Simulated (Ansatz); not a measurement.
# TiPd3: the cost of one run

Computed with Ansatz 0.2.0 (DFT LDA, scalar-relativistic, plane waves, PAW, unless a step's input says otherwise).

**1. The system as given**

The structure is cubic, space group Pm-3m (No. 221). Conventional cell: a = 3.820 Å, b = 3.820 Å, c = 3.820 Å, α = 90.00°, β = 90.00°, γ = 90.00°. Ti (site symmetry m-3m) has 12 Pd at 2.70 Å as nearest neighbours. Pd (site symmetry 4/mmm) has 4 Ti at 2.70 Å and 8 Pd at 2.70 Å as nearest neighbours.

Coordinates:

```cif
data_structure
_symmetry_space_group_name_H-M 'P 1'
_symmetry_Int_Tables_number 1
_cell_length_a 3.8200
_cell_length_b 3.8200
_cell_length_c 3.8200
_cell_angle_alpha 90.000
_cell_angle_beta 90.000
_cell_angle_gamma 90.000
_cell_volume 55.74
loop_
_atom_site_label
_atom_site_type_symbol
_atom_site_fract_x
_atom_site_fract_y
_atom_site_fract_z
_atom_site_occupancy
Ti1 Ti 0.00000 0.00000 0.00000 1
Pd1 Pd 0.00000 0.50000 0.50000 1
Pd2 Pd 0.50000 0.00000 0.50000 1
Pd3 Pd 0.50000 0.50000 0.00000 1
```

The structure comes from the Crystallography Open Database.

(A quick probe on a coarse mesh, which set the mesh and smearing, is not shown.)

**3. Relaxing cell and atoms**

Contents of input.yaml:

```yaml
crystal:
  lattice:
    - [3.82, 0.0, 0.0]
    - [0.0, 3.82, 0.0]
    - [0.0, 0.0, 3.82]
  atoms:
    - { symbol: Ti, position: [0.0, 0.0, 0.0] }
    - { symbol: Pd, position: [0.0, 0.5, 0.5] }
    - { symbol: Pd, position: [0.5, 0.0, 0.5] }
    - { symbol: Pd, position: [0.5, 0.5, 0.0] }
basis:
  ecutwfc: 420
kpoints:
  mp_grid: { grid: [12, 12, 12] }
hamiltonian:
  xc: lda
scf:
  occupations: { method: gaussian, width: 0.1 }
output:
  forces: true
  stress: true
  eigenvalues: true
  write_density: true
  write_potential: true
  elf: true
  volumetric_format: npy
relax:
  adjacent_minimum: "off"
  f_tol: 0.005
  max_steps: 80
  cell: { stress_tol: 0.05 }
```

On the command line:

```
> ansatz run input.yaml --threads 1 --pin off --max-ram 3072MiB --backend cpu --events-out ev --progress --plain --runs-dir out
```

**Question.** How long does this run take on 1 thread of Arm Neoverse V2, shared host, and how much memory does it need?

About 33 s, with a peak of 0.42 GiB.
